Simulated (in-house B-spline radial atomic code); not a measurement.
# I⁺ in a hard spherical wall

What does confinement do to I⁺? The free system is solved first, then the same system inside hard walls. More than one configuration is followed.

Program: in-house B-spline radial atomic code version 1. Level of theory: non-relativistic PBE, spin-polarised, spherical fractional occupations, point nucleus, basis-set limit. These are calculated values, not measurements, unless marked.

### 1 The system

* element: iodine (Z = 53)
* charge: +1
* electrons: 52
* configuration: [Kr] 4d10 5s2 5p4
* Hamiltonian: non-relativistic
* nucleus: point

The outer shells:

[Kr] 4d10 5s2 5p4
```
[Kr] core
4d [↑↓][↑↓][↑↓][↑↓][↑↓]
5s [↑↓]
5p [↑↓][↑ ][↑ ]
```

Where spins are not typed, each open shell is filled with up spins first.

Input settings:

```ini
Z = 53
electrons = 52.0
configuration = [Kr] 4d10 5s2 5p4
hamiltonian = nr
method = pbe,pbe
spin_polarised = True
```

The reference is known from an earlier run: -6919.645897 hartree in all. Up to eight levels, counted from the top:

```csv
orbital,occupation,energy (eV),<r> (bohr)
4p up,3,-134.15,0.8048
4p down,3,-134.00,0.8044
4d up,5,-62.179,0.9150
4d down,5,-61.957,0.9121
5s up,1,-25.330,2.000
5s down,1,-23.888,1.997
5p up,3,-15.969,2.332
5p down,1,-14.508,2.358
```

### 2 Wall at 5.39 bohr, configuration [Kr] 4d10 5s2 5p4

Input settings:

```ini
Z = 53
electrons = 52.0
configuration = [Kr] 4d10 5s2 5p4
hamiltonian = nr
method = pbe,pbe
spin_polarised = True
wall_radius = 5.39
```

### 3 Wall at 2.73 bohr, configuration [Kr] 4d10 5s2 5p4

The settings differ from step 2 so:

```diff
@@ -6,2 +6,2 @@
 spin_polarised = True
-wall_radius = 5.39
+wall_radius = 2.73
```

### 4 Wall at 5.39 bohr, configuration [Kr] 4d10 4f1 5s2 5p3

Input settings:

```ini
Z = 53
electrons = 52.0
configuration = [Kr] 4d10 4f1 5s2 5p3
hamiltonian = nr
method = pbe,pbe
spin_polarised = True
wall_radius = 5.39
```

### 5 Wall at 2.73 bohr, configuration [Kr] 4d10 4f1 5s2 5p3

The settings differ from step 4 so:

```diff
@@ -6,2 +6,2 @@
 spin_polarised = True
-wall_radius = 5.39
+wall_radius = 2.73
```

### 6 Wall at 5.39 bohr, configuration [Ar] 3d10 4s2 4p5 4d10 5s2 5p4 5f1

Input settings:

```ini
Z = 53
electrons = 52.0
configuration = [Ar] 3d10 4s2 4p5 4d10 5s2 5p4 5f1
hamiltonian = nr
method = pbe,pbe
spin_polarised = True
wall_radius = 5.39
```

### 7 Wall at 2.73 bohr, configuration [Ar] 3d10 4s2 4p5 4d10 5s2 5p4 5f1

The settings differ from step 6 so:

```diff
@@ -6,2 +6,2 @@
 spin_polarised = True
-wall_radius = 5.39
+wall_radius = 2.73
```

What do the energy and the highest level do as the wall closes in, and which configuration is lower at each radius?

As calculated:

| configuration | radius (bohr) | energy above the free system (eV) | pressure (GPa) | highest level (eV) |
| --- | --- | --- | --- | --- |
| [Kr] 4d10 5s2 5p4 | 5.39 | 0.725 | 3.84 | -13.848 (5p down) |
| [Kr] 4d10 5s2 5p4 | 2.73 | 88.839 | 2003 | 12.601 (5p down) |
| [Kr] 4d10 4f1 5s2 5p3 | 5.39 | 18.736 | 7.66 | 3.877 (4f up) |
| [Kr] 4d10 4f1 5s2 5p3 | 2.73 | 105.72 | 1856 | 31.088 (4f up) |
| [Ar] 3d10 4s2 4p5 4d10 5s2 5p4 5f1 | 5.39 | 152.42 | 19.2 | 12.572 (5f up) |
| [Ar] 3d10 4s2 4p5 4d10 5s2 5p4 5f1 | 2.73 | 284.11 | 2559 | 77.269 (5f up) |

What this shows: For [Kr] 4d10 5s2 5p4 the energy above the free reference is 0.725 eV at 5.39 bohr and 88.839 eV at 2.73 bohr, where the electrons press on it with 2003 GPa. Its highest level passes zero between 5.39 and 2.73 bohr; in smaller spheres the level is positive, pushed up by confinement, and the wall keeps the electron in. Of [Kr] 4d10 5s2 5p4 and [Kr] 4d10 4f1 5s2 5p3, the first stays lower at every radius that both share. At 2.73 bohr the lowest of all 3 is [Kr] 4d10 5s2 5p4. A hard wall is a crude model of an atom's surroundings.
